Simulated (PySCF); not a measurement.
# GaSe under other conditions

Aim: change spin, charge, geometry, field or solvent of GaSe, one at a time, and compare with the base run.

Method: method and basis as typed in the scripts; program: PySCF 2.14.0.

9 further runs of the same task are left out: 9 that didn't finish.

### Step 1. Where the work starts

GaSe: 2 atoms, charge 0, spin multiplicity 2.

Bond lengths: Ga1–Se2 2.320 Å.

### Step 2. The base run

File input.py:

```python
from pyscf import gto, scf, mcscf

mol = gto.M(
    atom='Ga 0 0 0; Se 0 0 2.32',
    basis='sbkjc',
    ecp={'Ga': 'sbkjc', 'Se': 'sbkjc'},
    charge=0,
    spin=1,
    verbose=4,
)
mf = scf.ROHF(mol)
mf = mf.newton()
mf.kernel()
mc = mcscf.CASSCF(mf, 5, 7)
mc.kernel()
mc.analyze()
mf.dip_moment()
print('orbital energies (hartree):', mf.mo_energy[..., max(0, mol.nelec[1]-3):mol.nelec[0]+3].round(4))
```

The run is started by

```sh
$ OMP_NUM_THREADS=1 python input.py
```

The log of this run is left out.

Base result: E(SCF) = -266.323660 Eh, 11 macro-iterations, E(CAS) − E(SCF) = -0.01523 Eh, μ = 2.03 D (of the SCF density).

The bond length is a typed value, not an optimised one.

### Step 3. Bond 2.482 Å

Variant 1 changes bond length: 2.32 Å → 2.482 Å.

File input.py:

```python
from pyscf import gto, scf, mcscf

mol = gto.M(
    atom='Ga 0 0 0; Se 0 0 2.482',
    basis='sbkjc',
    ecp={'Ga': 'sbkjc', 'Se': 'sbkjc'},
    charge=0,
    spin=1,
    verbose=4,
)
mf = scf.ROHF(mol)
mf = mf.newton()
mf.kernel()
mc = mcscf.CASSCF(mf, 5, 7)
mc.kernel()
mc.analyze()
mf.dip_moment()
print('orbital energies (hartree):', mf.mo_energy[..., max(0, mol.nelec[1]-3):mol.nelec[0]+3].round(4))
```

The run is started by

```sh
$ OMP_NUM_THREADS=1 python input.py
```

### Step 4. Quartet

Variant 2 changes spin (2S): 1 → 3; active space: 7 electrons in 5 orbitals → 3 electrons in 4 orbitals.

Edit input.py of step 2 so:

```diff
@@ -7,3 +7,3 @@
     charge=0,
-    spin=1,
+    spin=3,
     verbose=4,
@@ -13,3 +13,3 @@
 mf.kernel()
-mc = mcscf.CASSCF(mf, 5, 7)
+mc = mcscf.CASSCF(mf, 4, 3)
 mc.kernel()
```

Q: Predict the outcome of this session. Wanted: for each run, E(SCF); from base; SCF dipole; after the SCF.

The runs gave:

| run | E(SCF) (hartree) | from base (eV) | cycles | SCF dipole (D) | after the SCF |
| --- | --- | --- | --- | --- | --- |
| base | -266.323660 | 0 | 11 macro | 2.03 | CASSCF correlation -0.414 eV |
| bond 2.482 Å | -266.183093 | +3.8250 | 8 macro | 3.03 | CASSCF correlation -4.382 eV |
| quartet | -264.475283 | +50.2969 | 10 macro | 1.70 | CASSCF correlation -4.354 eV |

What this shows: The largest comparable shift of the SCF energy, +50.297 eV, comes with the run “quartet”. The quartet solution found lies 50.30 eV above the base doublet at this geometry and level.
